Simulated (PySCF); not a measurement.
**[TmH3(H2O)]−: other functionals and bases at one geometry**

Aim: see how levels, charges and forces of [TmH3(H2O)]− depend on the level of theory. The species was built from a template and needn't be a known compound.

Method: several levels, as the steps say, no spin–orbit coupling; program: PySCF 2.14.0.

1 further run of the same task is left out (for a known fault of the program).

## Step 1: Starting geometry

7 atoms, charge -1, spin multiplicity 1.

Bond lengths: Tm1–H2 2.292 Å, Tm1–H3 2.257 Å, Tm1–H4 2.292 Å, Tm1–O5 2.544 Å, Tm1–H6 2.470 Å, Tm1–H7 2.470 Å, O5–H6 0.994 Å, O5–H7 0.994 Å. Angles: H2–Tm1–H3 127.1°, H2–Tm1–H4 104.2°, H2–Tm1–O5 65.9°, H2–Tm1–H6 43.2°, H2–Tm1–H7 76.8°, H3–Tm1–H4 127.1°, H3–Tm1–O5 142.4°, H3–Tm1–H6 150.0°, H3–Tm1–H7 150.0°, H4–Tm1–O5 65.9°, H4–Tm1–H6 76.8°, H4–Tm1–H7 43.2°, O5–Tm1–H6 22.8°, O5–Tm1–H7 22.8°, H6–Tm1–H7 37.0°, Tm1–O5–H6 74.4°, Tm1–O5–H7 74.4°, H6–O5–H7 104.1° and more.

As a file:

| atom | x (Å) | y (Å) | z (Å) |
| --- | --- | --- | --- |
| Tm1 | -0.2861 | -0.3384 | 0.3384 |
| H2 | 0.3658 | 1.8227 | 0.7342 |
| H3 | -0.9407 | -1.8660 | 1.8660 |
| H4 | 0.3658 | -0.7342 | -1.8227 |
| O5 | -1.1868 | 1.3439 | -1.3439 |
| H6 | -0.5781 | 1.8593 | -0.7512 |
| H7 | -0.5781 | 0.7512 | -1.8593 |

Formal oxidation states: Tm +2. Each metal's 13 4f electrons lie in its core potential, so multiplicities, spins and levels count the valence alone. An earlier session relaxed this geometry at PBE0, Tm lcecp-0-SVP with ECP59, H def2-SVP, O def2-SVP (singlet, point group Cs).

At PBE0 on the finer grid: E = -110.513360 Eh, frontier levels not given, since the 4f levels lie in the core, Mulliken charge on Tm1 +0.00 e, largest force component 0.018 eV/Å. 

Levels to run: BLYP; TPSSh; PBE0, TZVP. Hardware: 2 threads of Arm Neoverse V1, shared host.

## Step 2: BLYP

run.py (the lines that set the calculation) reads:

```python
mol = gto.M(atom='''
Tm    -0.28610    -0.33840     0.33840
H      0.36577     1.82267     0.73420
H     -0.94074    -1.86599     1.86599
H      0.36577    -0.73420    -1.82267
O     -1.18685     1.34394    -1.34394
H     -0.57813     1.85932    -0.75117
H     -0.57813     0.75117    -1.85932''',
    basis={'Tm': 'lcecp-0-SVP', 'H': 'def2-SVP', 'O': 'def2-SVP'},
    ecp={'Tm': 'lcecp-0-SVP'},
    charge=-1, spin=0)
mf = dft.RKS(mol, xc='BLYP')
mf.grids.atom_grid = (75, 302)  # f atoms: unpruned, at least (60, 302)
mf = mf.density_fit()  # fitting sets: Tm AutoAux, H def2-universal-JKFIT, O def2-universal-JKFIT
mf.conv_tol = 1e-08; mf.max_cycle = 55
mf.kernel(dm0)  # dm0: the density of the relaxed state
```

The run is started by

```sh
OMP_NUM_THREADS=2 python run.py
```

## Step 3: TPSSh

run.py (the lines that set the calculation), as its differences from that of step 2:

```diff
@@ -11,3 +11,3 @@
     charge=-1, spin=0)
-mf = dft.RKS(mol, xc='BLYP')
+mf = dft.RKS(mol, xc='TPSSH')
 mf.grids.atom_grid = (75, 302)  # f atoms: unpruned, at least (60, 302)
```

## Step 4: PBE0, TZVP

Basis: Tm lcecp-0-TZVP with ECP59, H def2-TZVP, O def2-TZVP. 

run.py (the lines that set the calculation) reads:

```python
mol = gto.M(atom='''
Tm    -0.28610    -0.33840     0.33840
H      0.36577     1.82267     0.73420
H     -0.94074    -1.86599     1.86599
H      0.36577    -0.73420    -1.82267
O     -1.18685     1.34394    -1.34394
H     -0.57813     1.85932    -0.75117
H     -0.57813     0.75117    -1.85932''',
    basis={'Tm': 'lcecp-0-TZVP', 'H': 'def2-TZVP', 'O': 'def2-TZVP'},
    ecp={'Tm': 'lcecp-0-TZVP'},
    charge=-1, spin=0)
mf = dft.RKS(mol, xc='PBE0')
mf.grids.atom_grid = (75, 302)  # f atoms: unpruned, at least (60, 302)
mf = mf.density_fit()  # fitting sets: Tm AutoAux, H def2-universal-JKFIT, O def2-universal-JKFIT
mf.conv_tol = 1e-08; mf.max_cycle = 55
mf.kernel(dm0)  # dm0: free metal ions and neutral atoms
```

**Question.** What will these runs give? Wanted: for each run, charge on Tm1; dipole; largest force.

The runs gave:

| level | state | charge on Tm1 (e) | dipole (D) | largest force (eV/Å) | basis functions | time |
| --- | --- | --- | --- | --- | --- | --- |
| PBE0 (relaxed here) | singlet | 0.00 | 0.36 | 0.02 | 70 | 5.9 s |
| BLYP | singlet | -0.16 | 0.42 | 0.85 | 70 | 4.2 s |
| TPSSh | singlet | 0.07 | 0.41 | 0.39 | 70 | 5.7 s |
| PBE0, TZVP | singlet | 0.43 | 0.48 | 0.19 | 108 | 13 s |

Times are on 2 threads of Arm Neoverse V1, shared host; the first row also made further properties. The dipole of a charged species depends on the origin, so these sizes hold for this origin alone.

The largest leftover force, 0.85 eV/Å with BLYP, stands at a geometry relaxed at another level. The Mulliken charge on Tm spans -0.16 to +0.43 e over the levels. With 4f in the core, its levels are missing from HOMO and gap. Total energies of different levels can't be compared. Spin–orbit coupling is left out throughout.
